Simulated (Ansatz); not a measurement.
# CdInTe2 (element-swapped structure): how the settings move a relaxation

How sensitive is a relaxation of CdInTe2 (element-swapped structure) to its settings? A reference run comes first, then three runs with altered input.

Computed with Ansatz 0.2.0 (reference: DFT PBE, plane waves, PAW, scalar-relativistic, no spin polarisation, unless a step's input says otherwise).

1 further run of the same task is left out (set aside as unsound or not needed).

## (1) Starting point

It takes space group I4/mcm (No. 140, tetragonal). The conventional cell has a = 8.393 Å, b = 8.393 Å, c = 7.113 Å, α = 90.00°, β = 90.00°, γ = 90.00°. Cd (site symmetry 422) is surrounded by 2 Cd at 3.56 Å and 8 Te at 3.56 Å. Around Te (site symmetry m2m) lie 2 In at 2.78 Å and 4 Cd at 3.56 Å. In (site symmetry -42m) is surrounded by 4 Te at 2.78 Å.

As a file:

```cif
data_structure
_symmetry_space_group_name_H-M 'P 1'
_symmetry_Int_Tables_number 1
_cell_length_a 6.9186
_cell_length_b 6.9186
_cell_length_c 6.9186
_cell_angle_alpha 105.323
_cell_angle_beta 105.323
_cell_angle_gamma 118.131
_cell_volume 250.51
loop_
_atom_site_label
_atom_site_type_symbol
_atom_site_fract_x
_atom_site_fract_y
_atom_site_fract_z
_atom_site_occupancy
Cd1 Cd 0.25000 0.25000 0.00000 1
Cd2 Cd 0.75000 0.75000 0.00000 1
Te1 Te 0.68000 0.18000 0.86000 1
Te2 Te 0.18000 0.32000 0.50000 1
Te3 Te 0.32000 0.82000 0.14000 1
Te4 Te 0.82000 0.68000 0.50000 1
In1 In 0.75000 0.25000 0.50000 1
In2 In 0.25000 0.75000 0.50000 1
```

## (2) Reference

Input file input.yaml:

```yaml
crystal:
  lattice:
    - [-4.1963, 4.1963, 3.556559]
    - [4.1963, -4.1963, 3.556559]
    - [4.1963, 4.1963, -3.556559]
  atoms:
    - { symbol: Cd, position: [0.25, 0.25, 0.0] }
    - { symbol: Cd, position: [0.75, 0.75, 0.0] }
    - { symbol: Te, position: [0.68, 0.18, 0.86] }
    - { symbol: Te, position: [0.18, 0.32, 0.5] }
    - { symbol: Te, position: [0.32, 0.82, 0.14] }
    - { symbol: Te, position: [0.82, 0.68, 0.5] }
    - { symbol: In, position: [0.75, 0.25, 0.5] }
    - { symbol: In, position: [0.25, 0.75, 0.5] }
  symmetry: { tolerance: 0.0003 }
kpoints:
  mp_grid: { grid: [4, 4, 4], shift: [0, 0, 0] }
magnetization:
  spin_polarized: false
scf:
  occupations: { method: fermi_dirac }
hamiltonian:
  pseudopotentials: { kind: paw }
  xc: pbe
basis:
  ecutwfc: 420
output:
  forces: true
  stress: true
  eigenvalues: true
relax:
  max_steps: 40
  cell: {}
```

Started as:

```console
$ ansatz run input.yaml --threads 1 --pin off --max-ram 2560MiB --backend cpu --events-out ev --progress --plain --runs-dir out
```

Standard output (excerpt; [...] marks lines left out):

```text
Warning: RAYON_NUM_THREADS=1 ignored (pool sized by the plan → 1); use --threads N
[...]
Pseudopotentials: kind: paw
Pseudopotential: Cd, paw, valence charge 20, recommended cutoff 420 eV (normal), Cd.paw.azcp
Pseudopotential: Te, paw, valence charge 16, recommended cutoff 420 eV (normal), Te.paw.azcp
Pseudopotential: In, paw, valence charge 13, recommended cutoff 420 eV (normal), In.paw.azcp
Functional definition: PBE
[...]
Crystal: 8 atoms, lattice volume = 250.509 Å³
Basis set: ecut = 420 eV, 4891 PW (Γ), exchange–correlation on 96×96×96 points (8 copies of the dense FFT grid, shifted against one another)
Bands: 78, of which v1, the nominal top of the filled ones, is band 65 counted from 1 (64 counted from 0)
Symmetry: 16 space group operations
Space group: I4/mcm (ITA 140), of the structure as read, at distance tolerance 1.9e-3 Å
k-points: 13 of 64
[...]
SCF iter   1: F=—  HF=-55625.346010 eV  |F-HF|=—  |Δ(HF+E_count)|=         —  Δρ=1.60e-3  dr2=7.74e-3  ethr=1.77e-3  ⟨swp⟩=6.5  Hψ=3751  notcnv=0  defer=14
[...]
relax step   1: F+E_penalty+E_count = -55625.34626784 eV  Δ(F+E_penalty+E_count) = +0.000e0 eV  max|allowed force component| = 5.866e-1 eV/Å  Δτ_max = 0.0000 Å  P = +2.007 GPa  Ω = 250.509 Å³  (7 SCF iters, dr2 threshold 1.00e-7 eV, accepted)
[...]
  atom   3  Te     0.00385498     0.00385498     0.00000000
  atom   4  Te    -0.00385498     0.00385498     0.00000000
  atom   5  Te    -0.00385498    -0.00385498     0.00000000
  atom   6  Te     0.00385498    -0.00385498    -0.00000000
  atom   7  In     0.00000000    -0.00000000     0.00000000
  atom   8  In     0.00000000     0.00000000     0.00000000
[...]
--- Stress (GPa, compression-positive) ---
        0.002218       0.000000      -0.000000
        0.000000       0.002218       0.000000
        0.000000       0.000000       0.007543
  P = ⅓ Tr σ = 0.0040 GPa (0.040 kbar)
--- Band table (eV; the first three rows and the last of 13) ---
[...]
--- Relaxed structure (5 steps of the walk, 5 accepted, 1 SCFs on fresh bases) ---
  F+E_penalty+E_count = -55625.57598901 eV   max|allowed force component| = 3.855e-3 eV/Å   (the final SCF, on the basis selected at the relaxed cell)
  cell:  # Å, volume = 245.5209 Å³
    - [-4.09255615648852, 4.09255615648852, 3.6647068183261906]
    - [4.09255615648852, -4.09255615648852, 3.6647068183261906]
    - [4.09255615648852, 4.09255615648852, -3.6647068183261906]
  atoms:
    - { symbol: Cd, position: [0.24999999999999997, 0.24999999999999997, 2.1315606422337337e-19] }
    - { symbol: Cd, position: [0.75, 0.75, 2.1315606422337313e-19] }
    - { symbol: Te, position: [0.6924422593386728, 0.19244225933867262, 0.8848845186773452] }
    - { symbol: Te, position: [0.19244225933867262, 0.3075577406613274, 0.5] }
    - { symbol: Te, position: [0.30755774066132735, 0.8075577406613272, 0.11511548132265478] }
    - { symbol: Te, position: [0.8075577406613272, 0.6924422593386726, 0.5] }
    - { symbol: In, position: [0.7499999999999999, 0.25, 0.49999999999999994] }
    - { symbol: In, position: [0.25, 0.7499999999999999, 0.49999999999999994] }
```

Wall time 49 s (1 thread of an x86-64 CPU, shared host); peak memory 0.68 GiB.

## (3) Variant: occupations.method cold, occupations.width 0.025, scf.algorithm direct_min

input.yaml: that of step 2 with these lines changed.

```diff
@@ -20,3 +20,4 @@
 scf:
-  occupations: { method: fermi_dirac }
+  occupations: { method: cold, width: 0.025 }
+  algorithm: direct_min
 hamiltonian:
```

Started as:

```console
$ ansatz run input.yaml --threads 1 --pin off --max-ram 2560MiB --backend cpu --events-out ev --progress --plain --runs-dir out
```

Standard output (excerpt; [...] marks lines left out):

```text
Warning: RAYON_NUM_THREADS=1 ignored (pool sized by the plan → 1); use --threads N
[...]
Pseudopotentials: kind: paw
Pseudopotential: Cd, paw, valence charge 20, recommended cutoff 420 eV (normal), Cd.paw.azcp
Pseudopotential: Te, paw, valence charge 16, recommended cutoff 420 eV (normal), Te.paw.azcp
Pseudopotential: In, paw, valence charge 13, recommended cutoff 420 eV (normal), In.paw.azcp
Functional definition: PBE
[...]
Crystal: 8 atoms, lattice volume = 250.509 Å³
Basis set: ecut = 420 eV, 4891 PW (Γ), exchange–correlation on 96×96×96 points (8 copies of the dense FFT grid, shifted against one another)
Bands: 78, of which v1, the nominal top of the filled ones, is band 65 counted from 1 (64 counted from 0)
Symmetry: 16 space group operations
Space group: I4/mcm (ITA 140), of the structure as read, at distance tolerance 1.9e-3 Å
k-points: 13 of 64
[...]
  F+E_penalty+E_count = -55625.53588353 eV   max|allowed force component| = 1.647e-3 eV/Å   (the final SCF, on the basis selected at the relaxed cell)
  cell:  # Å, volume = 245.2342 Å³
    - [-4.093888006413946, 4.093888006413946, 3.658045658468154]
    - [4.093888006413946, -4.093888006413946, 3.658045658468154]
    - [4.093888006413946, 4.093888006413946, -3.658045658468154]
  atoms:
    - { symbol: Cd, position: [0.25, 0.25, -8.009500595060079e-19] }
    - { symbol: Cd, position: [0.75, 0.75, -8.00950059506008e-19] }
    - { symbol: Te, position: [0.6926162763938044, 0.19261627639380433, 0.8852325527876086] }
    - { symbol: Te, position: [0.1926162763938043, 0.30738372360619565, 0.49999999999999994] }
    - { symbol: Te, position: [0.3073837236061957, 0.8073837236061956, 0.11476744721239132] }
    - { symbol: Te, position: [0.8073837236061956, 0.6926162763938044, 0.49999999999999994] }
    - { symbol: In, position: [0.7499999999999999, 0.25000000000000006, 0.49999999999999994] }
    - { symbol: In, position: [0.25000000000000006, 0.7499999999999999, 0.49999999999999994] }
```

It took 2 min on 1 thread of an x86-64 CPU, shared host; peak memory 1 GiB.

Changing the smearing and solver moves the energy by -0.7 meV/atom (σ→0 values), and the final volume goes from 245.52 to 245.23 Å³. Cost: 49 SCF cycles against 35, 2 min against 49 s.

## (4) Changing settings: occupations.method gaussian, occupations.width 0.001

input.yaml: that of step 2 with these lines changed.

```diff
@@ -20,3 +20,3 @@
 scf:
-  occupations: { method: fermi_dirac }
+  occupations: { method: gaussian, width: 0.001 }
 hamiltonian:
```

Started as:

```console
$ ansatz run input.yaml --threads 1 --pin off --max-ram 2560MiB --backend cpu --events-out ev --progress --plain --runs-dir out
```

Standard output (excerpt; [...] marks lines left out):

```text
Warning: RAYON_NUM_THREADS=1 ignored (pool sized by the plan → 1); use --threads N
[...]
Pseudopotentials: kind: paw
Pseudopotential: Cd, paw, valence charge 20, recommended cutoff 420 eV (normal), Cd.paw.azcp
Pseudopotential: Te, paw, valence charge 16, recommended cutoff 420 eV (normal), Te.paw.azcp
Pseudopotential: In, paw, valence charge 13, recommended cutoff 420 eV (normal), In.paw.azcp
Functional definition: PBE
[...]
Crystal: 8 atoms, lattice volume = 250.509 Å³
Basis set: ecut = 420 eV, 4891 PW (Γ), exchange–correlation on 96×96×96 points (8 copies of the dense FFT grid, shifted against one another)
Bands: 78, of which v1, the nominal top of the filled ones, is band 65 counted from 1 (64 counted from 0)
Symmetry: 16 space group operations
Space group: I4/mcm (ITA 140), of the structure as read, at distance tolerance 1.9e-3 Å
k-points: 13 of 64
[...]
  F+E_penalty+E_count = -55625.53573498 eV   max|allowed force component| = 2.742e-3 eV/Å   (the final SCF, on the basis selected at the relaxed cell)
  cell:  # Å, volume = 245.2343 Å³
    - [-4.09250152841522, 4.09250152841522, 3.6605262972047936]
    - [4.09250152841522, -4.09250152841522, 3.6605262972047936]
    - [4.09250152841522, 4.09250152841522, -3.6605262972047936]
  atoms:
    - { symbol: Cd, position: [0.25, 0.25, -1.6713373217514454e-19] }
    - { symbol: Cd, position: [0.7499999999999999, 0.7499999999999999, -1.6713373217514401e-19] }
    - { symbol: Te, position: [0.6926411468212527, 0.19264114682125258, 0.8852822936425051] }
    - { symbol: Te, position: [0.19264114682125258, 0.3073588531787474, 0.5] }
    - { symbol: Te, position: [0.30735885317874745, 0.8073588531787472, 0.11471770635749481] }
    - { symbol: Te, position: [0.8073588531787472, 0.6926411468212527, 0.5] }
    - { symbol: In, position: [0.7499999999999999, 0.25000000000000006, 0.49999999999999994] }
    - { symbol: In, position: [0.25000000000000006, 0.7499999999999999, 0.49999999999999994] }
```

It took 59 s on 1 thread of an x86-64 CPU, shared host; peak memory 0.68 GiB.

Changing the smearing moves the energy by -0.7 meV/atom (σ→0 values), and the final volume goes from 245.52 to 245.23 Å³.

## (5) Changing settings: dr2_threshold 1.0e-08, n_extra_bands 1

input.yaml: that of step 2 with these lines changed.

```diff
@@ -21,2 +21,4 @@
   occupations: { method: fermi_dirac }
+  convergence: { dr2_threshold: 1.0e-08 }
+  n_extra_bands: 1
 hamiltonian:
```

Started as:

```console
$ ansatz run input.yaml --threads 1 --pin off --max-ram 2560MiB --backend cpu --events-out ev --progress --plain --runs-dir out
```

Standard output (excerpt; [...] marks lines left out):

```text
Warning: relax.cell: scf.convergence.dr2_threshold = 1e-8 eV is looser than the 8e-10 eV advised for a relaxation that steers and ends on the stress (1e-10 eV for each atom of the cell: 8). What an SCF threshold leaves in a stress goes as its square root, and in the free energy as the [...]
Warning: RAYON_NUM_THREADS=1 ignored (pool sized by the plan → 1); use --threads N
scf.n_extra_bands = 1 over 65 filled bands (N_el = 130.0): the run solves 66 bands
[...]
Pseudopotentials: kind: paw
Pseudopotential: Cd, paw, valence charge 20, recommended cutoff 420 eV (normal), Cd.paw.azcp
Pseudopotential: Te, paw, valence charge 16, recommended cutoff 420 eV (normal), Te.paw.azcp
Pseudopotential: In, paw, valence charge 13, recommended cutoff 420 eV (normal), In.paw.azcp
Functional definition: PBE
[...]
Crystal: 8 atoms, lattice volume = 250.509 Å³
Basis set: ecut = 420 eV, 4891 PW (Γ), exchange–correlation on 96×96×96 points (8 copies of the dense FFT grid, shifted against one another)
[...]
       -0.000000       0.000000       0.007280
  P = ⅓ Tr σ = 0.0038 GPa (0.038 kbar)
--- Band table (eV; the first three rows and the last of 13) ---
[...]
--- Relaxed structure (5 steps of the walk, 5 accepted, 1 SCFs on fresh bases) ---
  F+E_penalty+E_count = -55625.57594433 eV   max|allowed force component| = 3.834e-3 eV/Å   (the final SCF, on the basis selected at the relaxed cell)
  cell:  # Å, volume = 245.5190 Å³
    - [-4.09255156625524, 4.09255156625524, 3.6646866730182546]
    - [4.09255156625524, -4.09255156625524, 3.6646866730182546]
    - [4.09255156625524, 4.09255156625524, -3.6646866730182546]
  atoms:
    - { symbol: Cd, position: [0.25000000000000006, 0.25000000000000006, 3.6171938171239086e-19] }
    - { symbol: Cd, position: [0.7500000000000001, 0.7500000000000001, 3.6171938171239154e-19] }
    - { symbol: Te, position: [0.6924442586086229, 0.19244425860862258, 0.8848885172172454] }
    - { symbol: Te, position: [0.19244425860862258, 0.3075557413913774, 0.5] }
    - { symbol: Te, position: [0.3075557413913775, 0.8075557413913774, 0.11511148278275485] }
    - { symbol: Te, position: [0.8075557413913774, 0.6924442586086228, 0.5] }
    - { symbol: In, position: [0.75, 0.2500000000000001, 0.5] }
    - { symbol: In, position: [0.2500000000000001, 0.75, 0.5] }
```

Wall time 48 s (1 thread of an x86-64 CPU, shared host); peak memory 0.68 GiB.

The changed convergence setting and band count doesn't alter the result here (within 0.5 meV/atom). Cost: 40 SCF cycles against 35.

## (6) Side by side

```
                                                                          run     ending        energy change  pressure (GPa)  gap (eV)  force (eV/Å)  cycles   time
                                                                    reference  converged                    0             0.0      0.00          0.01      35   49 s
1: occupations.method cold, occupations.width 0.025, scf.algorithm direct_min  converged  -0.7 meV/atom (σ→0)             0.0      0.00          0.00      49  2 min
                      2: occupations.method gaussian, occupations.width 0.001  converged  -0.7 meV/atom (σ→0)             0.0      0.00          0.00       -   59 s
                                    3: dr2_threshold 1.0e-08, n_extra_bands 1  converged         0.0 meV/atom             0.0      0.00          0.01      40   48 s
```

**Reading.** Semilocal functionals close small gaps, so the missing gap need not be the real solid's. Of the variants the dearest is «occupations.method cold, occupations.width 0.025, scf.algorithm direct_min» (2 min), the cheapest «dr2_threshold 1.0e-08, n_extra_bands 1» (48 s), on a shared host.
